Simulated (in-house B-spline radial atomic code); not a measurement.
# Sn¹⁴⁺: G0W0 and RPA against the share of exact exchange in the start

Aim: vary the share of exact exchange in a PBE-based start for Sn¹⁴⁺ and follow the mean-field level, the G0W0 level and the RPA energy.

Program: an in-house B-spline radial atomic code, version 1. Level of theory: RPA, second order, AC-SOSEX and G0W0 (contour deformation) on a scalar-relativistic mean field, all electrons; no spin-orbit coupling, Breit or QED terms, no two-electron picture change. These are calculated values, not measurements, unless marked.

## 1. Starting point

```
element                  : tin (Z = 50)
charge                   : +14
electrons                : 36
configuration            : [Ar] 3d10 4s2 4p6
Hamiltonian              : scalar-relativistic (spin-free one-electron X2C), finite nucleus
shares of exact exchange : 0.00, 0.10, 0.20, 0.30, 0.40, 0.50, 0.60, 0.70, 0.80, 0.90, 1.00
```

The outer shells:

Sn14+
```
[Ar] core
3d [↑↓][↑↓][↑↓][↑↓][↑↓]
4s [↑↓]
4p [↑↓][↑↓][↑↓]
```

## 2. The run with 0 % exact exchange

Input settings:

```ini
Z = 50
electrons = 36.0
configuration = [Ar] 3d10 4s2 4p6
hamiltonian = x2c
method = pbeh
lmax = 9
exact_exchange_fraction = 0.0
rms_radius = 4.6519
spin_polarised = False
box_radius = 5.25
intervals = 64
```

On the command line:

```bash
python run_gw.py task.json out
```

The settings of every run stand in task.json; they run in order.

Main fields of the result record, rounded:

```text
status: converged
energies [hartree]:
  mean_field: -6108.365378
  exx_total: -6106.735396
  exchange: -153.1755489
  rpa: -2.922483
  rpa_summed: -2.8842076
  direct_second_order: -3.2175309
  second_order_exchange: 0.92111569
  sosex: 0.87047347
rpa_by_multipole [hartree]: [-0.557261, -1.12083, -0.5141, -0.34583, -0.167686, -0.0913499, -0.0452551, -0.0250851, -0.0116858, -0.00406352, -0.000949268, -0.000112065]
polarisability [bohr^3: independent particles, RPA]: [0.694549, 0.422264]
gap [hartree]: 2.716043
levels [hartree]:
  - {"name": "4p", "occ": 1, "e": -13.5921, "sx": -2.111939, "vxc": -1.62252, "sc": -0.03654613, "z": 0.9730892, "qp": -14.11963, "tail": -0.00157017}
  - {"name": "3d", "occ": 1, "e": -29.07905, "sx": -5.454771, "vxc": -3.993236, "sc": 0.2471062, "z": 0.9667294, "qp": -30.29646, "tail": -0.002980304}
  - {"name": "4d", "occ": 0, "e": -10.87605, "sx": -0.9030085, "vxc": -1.470041, "sc": -0.1119506, "z": 0.9780564, "qp": -10.42278, "tail": -0.001807899}
```

It took 1.4 s on 1 thread, shared host.

In the record, exx_total is the Hartree-Fock functional on the start's orbitals, rpa_summed the RPA energy up to lmax and rpa the same with the tail beyond it, gap the smallest same-spin excitation energy of the start. For a level, e is the start's value, sx and sc the exchange and correlation self-energies, vxc the start's own term, z the quasi-particle weight, and qp = e + sx − vxc + sc + tail. Deeper levels of weight under 0.85 meet poles of the self-energy and are not shown.

Highest level 4p: -369.86 eV in the start, -384.21 eV after G0W0, weight 0.97.

The largest part of the RPA energy comes from multipole 1 (39 % of the sum).

## 3. The run with 10 % exact exchange

Changes to the settings of step 2:

```diff
@@ -6,3 +6,3 @@
 lmax = 9
-exact_exchange_fraction = 0.0
+exact_exchange_fraction = 0.1
 rms_radius = 4.6519
```

From the record:

```text
status: converged
energies [hartree]:
  mean_field: -6108.399215
  exx_total: -6106.739787
  exchange: -153.1833519
  rpa: -2.9015104
  rpa_summed: -2.8632802
  direct_second_order: -3.1877288
  second_order_exchange: 0.91300628
  sosex: 0.86405341
rpa_by_multipole [hartree]: [-0.553532, -1.11105, -0.510408, -0.34335, -0.166905, -0.0910524, -0.0451519, -0.0250426, -0.0116689, -0.00405864, -0.000948253, -0.000112009]
polarisability [bohr^3: independent particles, RPA]: [0.670789, 0.41371]
gap [hartree]: 2.822077
levels [hartree]:
  - {"name": "4p", "occ": 1, "e": -13.64795, "sx": -2.109515, "vxc": -1.675857, "sc": -0.03766398, "z": 0.9743918, "qp": -14.12084, "tail": -0.001569126}
  - {"name": "3d", "occ": 1, "e": -29.23242, "sx": -5.455125, "vxc": -4.147334, "sc": 0.2387902, "z": 0.9679846, "qp": -30.3044, "tail": -0.002981915}
  - {"name": "4d", "occ": 0, "e": -10.82587, "sx": -0.8987811, "vxc": -1.413779, "sc": -0.1097399, "z": 0.9790371, "qp": -10.42241, "tail": -0.001801399}
```

Wall time 1.3 s (1 thread, shared host).

G0W0 moves 4p down by 12.9 eV, to -384.25 eV.

## 4. The run with 20 % exact exchange

Changes to the settings of step 3:

```diff
@@ -6,3 +6,3 @@
 lmax = 9
-exact_exchange_fraction = 0.1
+exact_exchange_fraction = 0.2
 rms_radius = 4.6519
```

From the record:

```text
status: converged
energies [hartree]:
  mean_field: -6108.433531
  exx_total: -6106.743683
  exchange: -153.1911283
  rpa: -2.881143
  rpa_summed: -2.8429578
  direct_second_order: -3.1591165
  second_order_exchange: 0.90523494
  sosex: 0.85785002
rpa_by_multipole [hartree]: [-0.549859, -1.10163, -0.506815, -0.340948, -0.166137, -0.0907577, -0.0450494, -0.0250002, -0.0116521, -0.00405378, -0.00094724, -0.000111954]
polarisability [bohr^3: independent particles, RPA]: [0.648725, 0.40553]
gap [hartree]: 2.927928
levels [hartree]:
  - {"name": "4p", "occ": 1, "e": -13.70377, "sx": -2.107114, "vxc": -1.729171, "sc": -0.03866573, "z": 0.9755875, "qp": -14.12195, "tail": -0.001567831}
  - {"name": "3d", "occ": 1, "e": -29.38584, "sx": -5.455478, "vxc": -4.301485, "sc": 0.2305937, "z": 0.9612552, "qp": -30.31219, "tail": -0.002958833}
  - {"name": "4d", "occ": 0, "e": -10.77584, "sx": -0.8945815, "vxc": -1.357868, "sc": -0.1076267, "z": 0.9799484, "qp": -10.42198, "tail": -0.001794837}
```

It took 1.3 s on 1 thread, shared host.

G0W0 moves 4p down by 11.4 eV, to -384.28 eV.

## 5. The run with 30 % exact exchange

Changes to the settings of step 4:

```diff
@@ -6,3 +6,3 @@
 lmax = 9
-exact_exchange_fraction = 0.2
+exact_exchange_fraction = 0.3
 rms_radius = 4.6519
```

From the record:

```text
status: converged
energies [hartree]:
  mean_field: -6108.468325
  exx_total: -6106.747086
  exchange: -153.1988778
  rpa: -2.861341
  rpa_summed: -2.8232006
  direct_second_order: -3.131592
  second_order_exchange: 0.89777225
  sosex: 0.85184729
rpa_by_multipole [hartree]: [-0.546241, -1.09253, -0.503315, -0.338617, -0.165381, -0.090466, -0.0449476, -0.0249581, -0.0116353, -0.00404893, -0.000946231, -0.000111899]
polarisability [bohr^3: independent particles, RPA]: [0.628178, 0.397698]
gap [hartree]: 3.033598
levels [hartree]:
  - {"name": "4p", "occ": 1, "e": -13.75957, "sx": -2.104734, "vxc": -1.782463, "sc": -0.03956439, "z": 0.9766889, "qp": -14.12297, "tail": -0.001566329}
  - {"name": "3d", "occ": 1, "e": -29.5393, "sx": -5.455829, "vxc": -4.45569, "sc": 0.2269693, "z": 0.8931402, "qp": -30.31522, "tail": -0.002747229}
  - {"name": "4d", "occ": 0, "e": -10.72597, "sx": -0.8904095, "vxc": -1.302305, "sc": -0.1056034, "z": 0.9807971, "qp": -10.42147, "tail": -0.001788216}
```

Run time: 1.3 s. Hardware: 1 thread, shared host.

G0W0 moves 4p down by 9.89 eV, to -384.31 eV.

## 6. The run with 40 % exact exchange

Changes to the settings of step 5:

```diff
@@ -6,3 +6,3 @@
 lmax = 9
-exact_exchange_fraction = 0.3
+exact_exchange_fraction = 0.4
 rms_radius = 4.6519
```

From the record:

```text
status: converged
energies [hartree]:
  mean_field: -6108.503594
  exx_total: -6106.750005
  exchange: -153.2065997
  rpa: -2.8420687
  rpa_summed: -2.803973
  direct_second_order: -3.1050662
  second_order_exchange: 0.89059254
  sosex: 0.846031
rpa_by_multipole [hartree]: [-0.542675, -1.08375, -0.499904, -0.336353, -0.164636, -0.090177, -0.0448464, -0.0249162, -0.0116186, -0.00404409, -0.000945224, -0.000111844]
polarisability [bohr^3: independent particles, RPA]: [0.608993, 0.390192]
gap [hartree]: 3.139088
levels [hartree]:
  - {"name": "4p", "occ": 1, "e": -13.81535, "sx": -2.102375, "vxc": -1.835733, "sc": -0.04037119, "z": 0.9777065, "qp": -14.12392, "tail": -0.001564656}
  - {"name": "4s", "occ": 1, "e": -15.73633, "sx": -2.50975, "vxc": -2.049951, "sc": 0.260224, "z": 0.8588707, "qp": -15.93722, "tail": -0.001313029}
  - {"name": "3d", "occ": 1, "e": -29.69281, "sx": -5.456179, "vxc": -4.609946, "sc": 0.2175151, "z": 0.9615286, "qp": -30.32448, "tail": -0.00295427}
  - {"name": "4d", "occ": 0, "e": -10.67626, "sx": -0.886265, "vxc": -1.247084, "sc": -0.1036636, "z": 0.9815894, "qp": -10.42088, "tail": -0.001781539}
```

It took 1.3 s on 1 thread, shared host.

G0W0 moves 4p down by 8.40 eV, to -384.33 eV.

## 7. The run with 50 % exact exchange

Changes to the settings of step 6:

```diff
@@ -6,3 +6,3 @@
 lmax = 9
-exact_exchange_fraction = 0.4
+exact_exchange_fraction = 0.5
 rms_radius = 4.6519
```

From the record:

```text
status: converged
energies [hartree]:
  mean_field: -6108.539337
  exx_total: -6106.752438
  exchange: -153.2142957
  rpa: -2.8232939
  rpa_summed: -2.7852428
  direct_second_order: -3.0794608
  second_order_exchange: 0.8836732
  sosex: 0.84038846
rpa_by_multipole [hartree]: [-0.539162, -1.07524, -0.496576, -0.334151, -0.163903, -0.0898908, -0.0447459, -0.0248744, -0.011602, -0.00403927, -0.00094422, -0.000111789]
polarisability [bohr^3: independent particles, RPA]: [0.591036, 0.382992]
gap [hartree]: 3.2444
levels [hartree]:
  - {"name": "4p", "occ": 1, "e": -13.87109, "sx": -2.100036, "vxc": -1.888982, "sc": -0.04109583, "z": 0.9786496, "qp": -14.12481, "tail": -0.00156284}
  - {"name": "4s", "occ": 1, "e": -15.82464, "sx": -2.50758, "vxc": -2.135889, "sc": 0.2410683, "z": 0.8749732, "qp": -15.9566, "tail": -0.001331429}
  - {"name": "3d", "occ": 1, "e": -29.84637, "sx": -5.456528, "vxc": -4.764255, "sc": 0.211536, "z": 0.9718978, "qp": -30.33009, "tail": -0.0029835}
  - {"name": "4d", "occ": 0, "e": -10.62669, "sx": -0.8821478, "vxc": -1.192201, "sc": -0.1018013, "z": 0.9823304, "qp": -10.42022, "tail": -0.001774812}
```

It took 1.3 s on 1 thread, shared host.

G0W0 moves 4p down by 6.90 eV, to -384.36 eV.

## 8. The run with 60 % exact exchange

Changes to the settings of step 7:

```diff
@@ -6,3 +6,3 @@
 lmax = 9
-exact_exchange_fraction = 0.5
+exact_exchange_fraction = 0.6
 rms_radius = 4.6519
```

From the record:

```text
status: converged
energies [hartree]:
  mean_field: -6108.575551
  exx_total: -6106.754391
  exchange: -153.2219656
  rpa: -2.8049875
  rpa_summed: -2.7669808
  direct_second_order: -3.0547068
  second_order_exchange: 0.87699432
  sosex: 0.83490828
rpa_by_multipole [hartree]: [-0.535699, -1.067, -0.493327, -0.332008, -0.163181, -0.0896074, -0.0446461, -0.0248329, -0.0115854, -0.00403447, -0.00094322, -0.000111734]
polarisability [bohr^3: independent particles, RPA]: [0.57419, 0.376077]
gap [hartree]: 3.349536
levels [hartree]:
  - {"name": "4p", "occ": 1, "e": -13.92682, "sx": -2.097718, "vxc": -1.94221, "sc": -0.04174681, "z": 0.9795258, "qp": -14.12563, "tail": -0.001560901}
  - {"name": "4s", "occ": 1, "e": -15.91293, "sx": -2.505421, "vxc": -2.22179, "sc": 0.2242181, "z": 0.8885853, "qp": -15.9737, "tail": -0.001352031}
  - {"name": "3d", "occ": 1, "e": -29.99998, "sx": -5.456875, "vxc": -4.918616, "sc": 0.205038, "z": 0.9756559, "qp": -30.33619, "tail": -0.002991813}
  - {"name": "4d", "occ": 0, "e": -10.57728, "sx": -0.8780575, "vxc": -1.137652, "sc": -0.1000112, "z": 0.9830247, "qp": -10.41947, "tail": -0.001768039}
```

Run time: 1.3 s. Hardware: 1 thread, shared host.

Highest level 4p: -378.97 eV in the start, -384.38 eV after G0W0, weight 0.98.

## 9. The run with 70 % exact exchange

Changes to the settings of step 8:

```diff
@@ -6,3 +6,3 @@
 lmax = 9
-exact_exchange_fraction = 0.6
+exact_exchange_fraction = 0.7
 rms_radius = 4.6519
```

From the record:

```text
status: converged
energies [hartree]:
  mean_field: -6108.612236
  exx_total: -6106.755868
  exchange: -153.2296095
  rpa: -2.7871232
  rpa_summed: -2.7491608
  direct_second_order: -3.0307428
  second_order_exchange: 0.8705382
  sosex: 0.82958022
rpa_by_multipole [hartree]: [-0.532285, -1.05901, -0.490154, -0.32992, -0.16247, -0.0893266, -0.0445469, -0.0247916, -0.011569, -0.00402968, -0.000942222, -0.000111678]
polarisability [bohr^3: independent particles, RPA]: [0.558353, 0.369432]
gap [hartree]: 3.454496
levels [hartree]:
  - {"name": "4p", "occ": 1, "e": -13.98252, "sx": -2.095421, "vxc": -1.995418, "sc": -0.04233152, "z": 0.9803419, "qp": -14.12641, "tail": -0.001558859}
  - {"name": "4s", "occ": 1, "e": -16.00121, "sx": -2.503273, "vxc": -2.307655, "sc": 0.2093116, "z": 0.9001456, "qp": -15.98888, "tail": -0.001367513}
  - {"name": "3d", "occ": 1, "e": -30.15363, "sx": -5.457222, "vxc": -5.073028, "sc": 0.1989683, "z": 0.9768045, "qp": -30.34185, "tail": -0.002993488}
  - {"name": "4d", "occ": 0, "e": -10.52802, "sx": -0.8739941, "vxc": -1.083432, "sc": -0.09828854, "z": 0.9836765, "qp": -10.41863, "tail": -0.001761224}
```

Wall time 1.3 s (1 thread, shared host).

G0W0 moves 4p down by 3.92 eV, to -384.40 eV.

## 10. The run with 80 % exact exchange

Changes to the settings of step 9:

```diff
@@ -6,3 +6,3 @@
 lmax = 9
-exact_exchange_fraction = 0.7
+exact_exchange_fraction = 0.8
 rms_radius = 4.6519
```

From the record:

```text
status: converged
energies [hartree]:
  mean_field: -6108.64939
  exx_total: -6106.756871
  exchange: -153.2372277
  rpa: -2.7696771
  rpa_summed: -2.7317588
  direct_second_order: -3.0075143
  second_order_exchange: 0.86428908
  sosex: 0.82439501
rpa_by_multipole [hartree]: [-0.528919, -1.05126, -0.487053, -0.327884, -0.161769, -0.0890484, -0.0444484, -0.0247505, -0.0115525, -0.00402491, -0.000941227, -0.000111623]
polarisability [bohr^3: independent particles, RPA]: [0.543434, 0.363039]
gap [hartree]: 3.559283
levels [hartree]:
  - {"name": "4p", "occ": 1, "e": -14.03819, "sx": -2.093142, "vxc": -2.048606, "sc": -0.04285647, "z": 0.9811038, "qp": -14.12714, "tail": -0.001556728}
  - {"name": "4s", "occ": 1, "e": -16.08947, "sx": -2.501136, "vxc": -2.393483, "sc": 0.1960501, "z": 0.9100163, "qp": -16.00245, "tail": -0.0013789}
  - {"name": "3d", "occ": 1, "e": -30.30734, "sx": -5.457567, "vxc": -5.227492, "sc": 0.1931387, "z": 0.97726, "qp": -30.34727, "tail": -0.002992457}
  - {"name": "4d", "occ": 0, "e": -10.47891, "sx": -0.8699574, "vxc": -1.029537, "sc": -0.09662892, "z": 0.9842893, "qp": -10.41771, "tail": -0.001754371}
```

Wall time 1.3 s (1 thread, shared host).

G0W0 moves 4p down by 2.42 eV, to -384.42 eV.

## 11. The run with 90 % exact exchange

Changes to the settings of step 10:

```diff
@@ -6,3 +6,3 @@
 lmax = 9
-exact_exchange_fraction = 0.8
+exact_exchange_fraction = 0.9
 rms_radius = 4.6519
```

From the record:

```text
status: converged
energies [hartree]:
  mean_field: -6108.68701
  exx_total: -6106.757404
  exchange: -153.2448204
  rpa: -2.7526271
  rpa_summed: -2.7147528
  direct_second_order: -2.9849724
  second_order_exchange: 0.85823284
  sosex: 0.81934427
rpa_by_multipole [hartree]: [-0.525601, -1.04372, -0.484021, -0.325897, -0.161078, -0.0887727, -0.0443505, -0.0247095, -0.0115362, -0.00402015, -0.000940235, -0.000111568]
polarisability [bohr^3: independent particles, RPA]: [0.529353, 0.356885]
gap [hartree]: 3.663897
levels [hartree]:
  - {"name": "4p", "occ": 1, "e": -14.09384, "sx": -2.090884, "vxc": -2.101773, "sc": -0.0433274, "z": 0.9818166, "qp": -14.12784, "tail": -0.00155452}
  - {"name": "4s", "occ": 1, "e": -16.1777, "sx": -2.499009, "vxc": -2.479275, "sc": 0.1841885, "z": 0.9184914, "qp": -16.01464, "tail": -0.001387168}
  - {"name": "3d", "occ": 1, "e": -30.46109, "sx": -5.45791, "vxc": -5.382006, "sc": 0.1874174, "z": 0.9765617, "qp": -30.35256, "tail": -0.002987999}
  - {"name": "4d", "occ": 0, "e": -10.42995, "sx": -0.865947, "vxc": -0.975963, "sc": -0.09502843, "z": 0.9848663, "qp": -10.41671, "tail": -0.001747485}
```

It took 1.3 s on 1 thread, shared host.

Highest level 4p: -383.51 eV in the start, -384.44 eV after G0W0, weight 0.98.

## 12. The run with 100 % exact exchange

Changes to the settings of step 11:

```diff
@@ -6,3 +6,3 @@
 lmax = 9
-exact_exchange_fraction = 0.9
+exact_exchange_fraction = 1.0
 rms_radius = 4.6519
```

From the record:

```text
status: converged
energies [hartree]:
  mean_field: -6108.725095
  exx_total: -6106.757471
  exchange: -153.252388
  rpa: -2.7359532
  rpa_summed: -2.6981228
  direct_second_order: -2.9630731
  second_order_exchange: 0.85235683
  sosex: 0.81442036
rpa_by_multipole [hartree]: [-0.522328, -1.03638, -0.481054, -0.323956, -0.160397, -0.0884996, -0.0442533, -0.0246688, -0.0115199, -0.00401541, -0.000939246, -0.000111513]
polarisability [bohr^3: independent particles, RPA]: [0.516041, 0.350955]
gap [hartree]: 3.768341
levels [hartree]:
  - {"name": "4p", "occ": 1, "e": -14.14947, "sx": -2.088645, "vxc": -2.154922, "sc": -0.04374938, "z": 0.9824848, "qp": -14.12849, "tail": -0.001552245}
  - {"name": "4s", "occ": 1, "e": -16.26592, "sx": -2.496894, "vxc": -2.565031, "sc": 0.1735231, "z": 0.9258108, "qp": -16.02566, "tail": -0.001397831}
  - {"name": "3d", "occ": 1, "e": -30.61488, "sx": -5.458253, "vxc": -5.536572, "sc": 0.1813852, "z": 0.9696962, "qp": -30.35814, "tail": -0.002964382}
  - {"name": "4d", "occ": 0, "e": -10.38113, "sx": -0.8619628, "vxc": -0.9227057, "sc": -0.09348348, "z": 0.9854106, "qp": -10.41561, "tail": -0.00174057}
```

It took 1.3 s on 1 thread, shared host.

Highest level 4p: -385.03 eV in the start, -384.46 eV after G0W0, weight 0.98.

## 13. The members side by side

```
share  level  mean field (eV)  G0W0 (eV)  weight  RPA (hartree)  RPA+SOSEX (hartree)  α, direct RPA (bohr³)   time  miss (eV)
 0.00     4p          -369.86    -384.21   0.973       -2.92248             -2.05201                 0.4223  1.4 s      +5.21
 0.10     4p          -371.38    -384.25   0.974       -2.90151             -2.03746                 0.4137  1.3 s      +5.25
 0.20     4p          -372.90    -384.28   0.976       -2.88114             -2.02329                 0.4055  1.3 s      +5.28
 0.30     4p          -374.42    -384.31   0.977       -2.86134             -2.00949                 0.3977  1.3 s      +5.31
 0.40     4p          -375.93    -384.33   0.978       -2.84207             -1.99604                 0.3902  1.3 s      +5.33
 0.50     4p          -377.45    -384.36   0.979       -2.82329             -1.98291                 0.3830  1.3 s      +5.36
 0.60     4p          -378.97    -384.38   0.980       -2.80499             -1.97008                 0.3761  1.3 s      +5.38
 0.70     4p          -380.48    -384.40   0.980       -2.78712             -1.95754                 0.3694  1.3 s      +5.40
 0.80     4p          -382.00    -384.42   0.981       -2.76968             -1.94528                 0.3630  1.3 s      +5.42
 0.90     4p          -383.51    -384.44   0.982       -2.75263             -1.93328                 0.3569  1.3 s      +5.44
 1.00     4p          -385.03    -384.46   0.982       -2.73595             -1.92153                 0.3510  1.3 s      +5.46
```

The miss is the G0W0 removal energy (the level with its sign changed) less the tabulated theoretical ionisation energy, 379.00 ± 3 eV. Times are single runs on a shared host.

## 14. What came out

| quantity | value |
| --- | --- |
| highest level, mean field (range over the runs) | -385.03 to -369.86 eV |
| highest level, G0W0 (range over the runs) | -384.46 to -384.21 eV |
| RPA correlation energy | -2.922 to -2.736 hartree |
| RPA+SOSEX | -2.0520 to -1.9215 hartree |
| tabulated theoretical ionisation energy (4p shell) | 379.00 ± 3 eV (NIST Atomic Spectra Database, ionization energies) |
| G0W0 removal energy less that value | +5.21 to +5.46 eV |

What this shows: Across the starts the mean-field level varies by 15.2 eV and the G0W0 level by 0.24 eV (1.6 % as much). Without exact exchange the level is bound too weakly, and G0W0 lowers it by 14 eV. The correction changes sign near 96 % exact exchange, where the start's level already equals its G0W0 level. The RPA energy is largest in size at 0 % exact exchange and smallest at 100 % exact exchange, 6.4 % apart; over the runs it loosely follows the gap of the start, as smaller excitation energies give more correlation. The tabulated theoretical ionisation energy is 379.00 ± 3 eV. G0W0 is off by about +5.36 eV (+1.4 %) in every run shown, whatever the start. Without spin-orbit coupling the level is the average over j, while the tabulated threshold takes the electron from j = 3/2, which is bound less; that pushes the computed values up by a part of the shell's splitting.
